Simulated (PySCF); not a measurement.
**Ga2 with other numerical set-ups**

The method stays; parts of the set-up, such as the basis or the Hamiltonian, are changed.

The runs use PySCF 2.14.0; method and basis as typed in the scripts.

1 further run of the same task is left out (it didn't finish).

## Step 1: Where the work starts

Ga2: 2 atoms, charge 0, spin multiplicity 1.

Bond lengths: Ga1–Ga2 2.410 Å.

## Step 2: The base run

File input.py:

```python
from pyscf import gto, scf, mp

mol = gto.M(
    atom='Ga 0 0 0; Ga 0 0 2.41',
    basis='pcseg-1',
    charge=0,
    spin=0,
    verbose=4,
)
mf = scf.UHF(mol)
mf.kernel()
mp.MP2(mf, frozen=18).kernel()
mf.dip_moment()
print('orbital energies (hartree):', [e[max(0, n-3):n+3].round(4) for e, n in zip(mf.mo_energy, mol.nelec)])
```

Run with:

```
OMP_NUM_THREADS=1 python input.py
```

Its log is not repeated here.

It gives: E(SCF) = -3845.933223 Eh, 11 cycles, E(MP2) − E(SCF) = -0.11134 Eh, ⟨S²⟩ = 1.018, μ = 0.00 D (of the SCF density).

⟨S²⟩ = 1.02 against 0.00 for a pure state: the determinant is spin-contaminated. The bond length is a typed value, not an optimised one.

## Step 3: Ano-rcc-vdzp (X2C on)

Variant 1 changes basis set: pcseg-1 → ano-rcc-vdzp; spin-free X2C: off → on.

File input.py:

```python
from pyscf import gto, scf, mp

mol = gto.M(
    atom='Ga 0 0 0; Ga 0 0 2.41',
    basis='ano-rcc-vdzp',
    charge=0,
    spin=0,
    verbose=4,
)
mf = scf.UHF(mol)
mf = mf.sfx2c1e()
mf.kernel()
mp.MP2(mf, frozen=18).kernel()
mf.dip_moment()
print('orbital energies (hartree):', [e[max(0, n-3):n+3].round(4) for e, n in zip(mf.mo_energy, mol.nelec)])
```

Run with:

```
OMP_NUM_THREADS=1 python input.py
```

## Step 4: 6-31g

Variant 2 changes basis set: pcseg-1 → 6-31g.

input.py, as its differences from that of step 2:

```diff
@@ -4,3 +4,3 @@
     atom='Ga 0 0 0; Ga 0 0 2.41',
-    basis='pcseg-1',
+    basis='6-31g',
     charge=0,
```

## Step 5: Minao

Variant 3 changes basis set: pcseg-1 → minao.

input.py, as its differences from that of step 2:

```diff
@@ -4,3 +4,3 @@
     atom='Ga 0 0 0; Ga 0 0 2.41',
-    basis='pcseg-1',
+    basis='minao',
     charge=0,
```

## Step 6: Spin-free X2C on

Variant 4 changes spin-free X2C: off → on.

input.py, as its differences from that of step 2:

```diff
@@ -10,2 +10,3 @@
 mf = scf.UHF(mol)
+mf = mf.sfx2c1e()
 mf.kernel()
```

Q: Predict the outcome of this session. Wanted: for each run, E(SCF); from base; gap; after the SCF.

As calculated:

```
                  run  E(SCF) (hartree)  from base (eV)  cycles  gap (eV)  functions                            after the SCF
                 base      -3845.933223               0      11      5.84         54   MP2 correlation -3.030 eV, core frozen
ano-rcc-vdzp (X2C on)      -3884.338886  not comparable       7      5.19         54  MP2 correlation -13.231 eV, core frozen
                6-31g      -3845.762544         +4.6444      12      5.00         54  MP2 correlation -10.770 eV, core frozen
                minao      -3846.474977        -14.7419       9      5.00         36   MP2 correlation -1.251 eV, core frozen
     spin-free X2C on      -3876.187079       -823.2493      11      5.08         54   MP2 correlation -3.331 eV, core frozen
```

**Reading.** The largest comparable shift of the SCF energy, -823.249 eV, comes with the run “spin-free X2C on”. 6-31g (54 functions) gives an energy 4.64 eV higher than pcseg-1 (54). minao (36 functions) gives an energy 14.74 eV lower than pcseg-1 (54); size alone doesn't order basis sets of different families. Scalar relativity lowers the total energy by 823.25 eV, nearly all of it in the inner shells; a basis contracted without relativity catches only part of it. The dearest run is “ano-rcc-vdzp (X2C on)”, at 6 s against 1.7 s.
